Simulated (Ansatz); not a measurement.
# CH₆AlGaOSe: small, medium and large basis sets

One table from this session's results is given with a row withheld; the runs are named, their logs left out.

Method: one geometry, several basis sets; program: Ansatz 0.2.0, Gaussian basis.

The runs, in order: PBE0-D4/def2-SVP; ωB97M-V/def2-SVP; ωB97M-V/def2-QZVPP; the functionals' def2-TZVPP values are taken from earlier runs.

1 further run of the same task is left out (for a known fault of the program).

**The geometry**

All runs share one geometry, relaxed beforehand with PBE0-D4 in a triple-zeta def2 set.

SMILES `[CH3][Al]([OH])[Se][GaH2]`, 11 atoms, charge 0, spin multiplicity 1.

Atoms are counted from 1 here; the program's logs count them from 0.

Bond lengths: C1–Al2 1.935 Å, C1–H6 1.094 Å, C1–H7 1.094 Å, C1–H8 1.092 Å, Al2–O3 1.761 Å, Al2–Se4 2.253 Å, O3–H9 0.957 Å, Se4–Ga5 2.455 Å, Ga5–H10 1.567 Å, Ga5–H11 1.567 Å. Angles: Al2–C1–H6 111.2°, Al2–C1–H7 111.1°, Al2–C1–H8 111.2°, H6–C1–H7 107.4°, H6–C1–H8 107.9°, H7–C1–H8 107.9°, C1–Al2–O3 120.2°, C1–Al2–Se4 139.8°, O3–Al2–Se4 100.0°, Al2–O3–H9 133.5°, Al2–Se4–Ga5 76.8°, Se4–Ga5–H10 114.5°, Se4–Ga5–H11 114.6°, H10–Ga5–H11 125.2°.

Set-up of the first run:

in.yaml reads:

```yaml
crystal:
  periodic: [false, false, false]
  atoms:
    - {symbol: C, position_ang: [-1.688806, 0.237581, 1.616237]}
    - {symbol: Al, position_ang: [-0.533473, -0.280907, 0.153704]}
    - {symbol: O, position_ang: [0.949078, 0.614978, -0.165362]}
    - {symbol: Se, position_ang: [-0.417045, -1.827365, -1.480920]}
    - {symbol: Ga, position_ang: [1.619010, -0.498806, -1.819235]}
    - {symbol: H, position_ang: [-2.020638, 1.274462, 1.508899]}
    - {symbol: H, position_ang: [-1.168482, 0.158391, 2.575355]}
    - {symbol: H, position_ang: [-2.576684, -0.396581, 1.663068]}
    - {symbol: H, position_ang: [1.364717, 1.370486, 0.249384]}
    - {symbol: H, position_ang: [1.539978, 0.522930, -3.004751]}
    - {symbol: H, position_ang: [2.932345, -1.175179, -1.296379]}
basis:
  gaussian: {orbitals: def2-SVP}
hamiltonian: {xc: pbe0, dispersion: d4}
output: {orbitals: {seedname: orbitals}}
```

Command:

```bash
> ansatz run in.yaml --threads 2 --pin off --events-out ev --progress --plain --max-ram 32768MiB --backend cpu
```

Steps of the session up to this table: PBE0-D4 in def2-SVP; ωB97M-V in def2-SVP; ωB97M-V in def2-QZVPP.

One table of the session follows, with a row left open; its other results are not shown here.

It belongs to the step «Functionals by basis». 

| functional | basis | HOMO (eV) |
| --- | --- | --- |
| PBE0-D4 | def2-SVP | ? |
| PBE0-D4 | def2-TZVPP | -6.62 |
| ωB97M-V | def2-SVP | -8.54 |
| ωB97M-V | def2-TZVPP | -8.69 |
| ωB97M-V | def2-QZVPP | -8.70 |

Estimate the missing values for PBE0-D4, def2-SVP.

As computed: HOMO (eV): -6.51. In the column «HOMO (eV)» it is the highest.
